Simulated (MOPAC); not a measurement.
# CH8N2OSi (SMILES CO[SiH](N)N) at PM7

Aim: a geometry optimisation of CH8N2OSi. 

Program for the calculation: MOPAC 23.2.5.

2 further runs of the same task are left out: 1 that didn't finish, 1 set aside as unsound or not needed.

## 1. The molecule

The species is CH8N2OSi (13 atoms), meant as a singlet with charge 0. SMILES: `CO[SiH](N)N`. All atoms were displaced at random from a relaxed shape. The run starts from this shape.

Bond lengths: C1–O2 1.386 Å, O2–Si3 1.627 Å, Si3–N4 1.711 Å, Si3–N5 1.714 Å, C1–H6 1.095 Å, C1–H7 1.117 Å, C1–H8 1.062 Å, Si3–H9 1.505 Å, N4–H10 1.010 Å, N4–H11 0.997 Å, N5–H12 1.016 Å, N5–H13 1.012 Å. Some angles: C1–O2–Si3 125.0°, O2–Si3–N4 116.2°, O2–Si3–N5 106.9°, N4–Si3–N5 107.0°, O2–C1–H6 109.5°, O2–C1–H7 110.4°, O2–C1–H8 113.3°, O2–Si3–H9 106.1°, N4–Si3–H9 105.4°, N5–Si3–H9 115.7°.

## 2. A structure relaxation at PM7

Contents of mol.mop:

```
PM7 GRADIENTS DISP BONDS CYCLES=300 GNORM=0.01 AUX(PRECISION=6) THREADS=1


C     -1.740827     0.731952     0.893105
O     -1.061356    -0.150075     0.067982
Si     0.557259    -0.298247    -0.006901
N      1.155421    -1.837574    -0.453772
N      1.105243     0.814785    -1.190142
H     -2.727341     0.322277     1.132788
H     -1.918239     1.700228     0.364696
H     -1.230201     0.934664     1.801984
H      1.061762    -0.064215     1.391569
H      1.044950    -2.152730    -1.407095
H      1.162655    -2.583705     0.208139
H      0.569553     1.653007    -1.396345
H      2.082252     0.899906    -1.440775
```

On the command line:

```bash
$ mopac mol.mop
```

What values should one expect? Wanted: total energy at the end; dipole moment; HOMO energy; LUMO energy; HOMO–LUMO gap; dispersion energy; heat of formation.

**Answer.** As computed:

At PM7:

| quantity | value |
| --- | --- |
| total energy at the end | -36.83110 Eh |
| dipole moment | 0.81 D |
| HOMO energy | -9.55 eV |
| LUMO energy | 1.02 eV |
| HOMO–LUMO gap | 10.57 eV |
| dispersion energy | -3.49 kJ/mol |
| heat of formation | -96.0 kcal/mol |

In words: At the final geometry: Bond lengths: C1–O2 1.399 Å, O2–Si3 1.598 Å, Si3–N4 1.781 Å, Si3–N5 1.778 Å, C1–H6 1.104 Å, C1–H7 1.100 Å, C1–H8 1.100 Å, Si3–H9 1.458 Å, N4–H10 1.016 Å, N4–H11 1.013 Å, N5–H12 1.011 Å, N5–H13 1.013 Å. Some angles: C1–O2–Si3 135.2°, O2–Si3–N4 103.7°, O2–Si3–N5 109.1°, N4–Si3–N5 112.9°, O2–C1–H6 104.0°, O2–C1–H7 111.9°, O2–C1–H8 110.3°, O2–Si3–H9 115.2°, N4–Si3–H9 108.1°, N5–Si3–H9 107.9°. The optimisation took 142 steps and changed the energy by -0.389 eV.
